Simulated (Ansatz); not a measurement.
**CH₇AlSSi: a ladder of functionals and wavefunction methods**

An exercise on one series of results from a longer session: the logs are not shown, and one member is left open.

The runs use Ansatz 0.2.0, Gaussian basis; functionals in def2-TZVPP, the program's frozen cores in correlated methods.

The runs, in order: PBE-D4, r2SCAN-D4, PBE0-D4, B3LYP-D4, ωB97X-V, ωB97M-V, B2PLYP; CCSD(T)/def2-TZVPP; MP2/def2-QZVPP; extrapolation to the limit.

### The geometry

An earlier PBE0-D4 in a triple-zeta def2 set relaxation fixed the geometry.

11 atoms, charge 0, spin multiplicity 1.

Atoms are counted from 1 here; the program's logs count them from 0.

Bond lengths: C1–Al2 1.952 Å, C1–H5 1.092 Å, C1–H6 1.095 Å, C1–H7 1.096 Å, Al2–Si3 2.462 Å, Al2–H8 1.591 Å, Si3–S4 2.150 Å, Si3–H9 1.494 Å, Si3–H10 1.494 Å, S4–H11 1.344 Å. Angles: Al2–C1–H5 113.7°, Al2–C1–H6 110.5°, Al2–C1–H7 110.1°, H5–C1–H6 108.1°, H5–C1–H7 107.9°, H6–C1–H7 106.2°, C1–Al2–Si3 120.8°, C1–Al2–H8 120.1°, Si3–Al2–H8 119.2°, Al2–Si3–S4 107.5°, Al2–Si3–H9 112.0°, Al2–Si3–H10 112.0°, S4–Si3–H9 109.9°, S4–Si3–H10 109.9°, H9–Si3–H10 105.5°, Si3–S4–H11 96.5°.

The first run:

Contents of in.yaml:

```yaml
crystal:
  periodic: [false, false, false]
  atoms:
    - {symbol: C, position_ang: [-0.576441, 2.280799, -0.192092]}
    - {symbol: Al, position_ang: [-0.409949, 0.441453, -0.823336]}
    - {symbol: Si, position_ang: [0.540459, -1.307073, 0.626376]}
    - {symbol: S, position_ang: [0.513876, -3.151253, -0.479445]}
    - {symbol: H, position_ang: [-0.174853, 2.439310, 0.810781]}
    - {symbol: H, position_ang: [-0.065657, 2.968001, -0.875296]}
    - {symbol: H, position_ang: [-1.629807, 2.582688, -0.184342]}
    - {symbol: H, position_ang: [-0.894600, 0.055053, -2.288121]}
    - {symbol: H, position_ang: [-0.233080, -1.464668, 1.894634]}
    - {symbol: H, position_ang: [1.937706, -0.987233, 1.047041]}
    - {symbol: H, position_ang: [1.057747, -3.914279, 0.484402]}
basis:
  gaussian: {orbitals: def2-TZVPP}
hamiltonian: {xc: pbe, dispersion: d4}
output: {forces: true, orbitals: {seedname: orbitals}}
```

Command:

```console
$ ansatz run in.yaml --threads 4 --pin off --events-out ev --progress --plain --max-ram 10444MiB
```

Steps of the session up to this table: PBE-D4 (GGA); r2SCAN-D4 (meta-GGA); PBE0-D4 (hybrid); B3LYP-D4 (hybrid); ωB97X-V (range-separated); ωB97M-V (range-separated); B2PLYP (double hybrid); CCSD(T) in def2-TZVPP; MP2 in def2-QZVPP.

One of the session's tables, all rows but one given; the rest of the session is left out.

```
            method  atomisation energy (eV)
            PBE-D4                   35.261
         r2SCAN-D4                   35.382
           PBE0-D4                   35.084
          B3LYP-D4                   35.164
           ωB97X-V                   35.526
           ωB97M-V                   35.360
            B2PLYP                   34.704
     HF/def2-TZVPP                   26.549
    MP2/def2-TZVPP                   34.353
   CCSD/def2-TZVPP                        ?
CCSD(T)/def2-TZVPP                   34.401
           MP2/CBS                   35.277
       CCSD(T)/CBS                   35.325
```

Q: Estimate the row for CCSD/def2-TZVPP from the others.

The run gave: atomisation energy (eV): 34.012. In the column «atomisation energy (eV)» it lies between HF/def2-TZVPP (26.549) and MP2/def2-TZVPP (34.353).
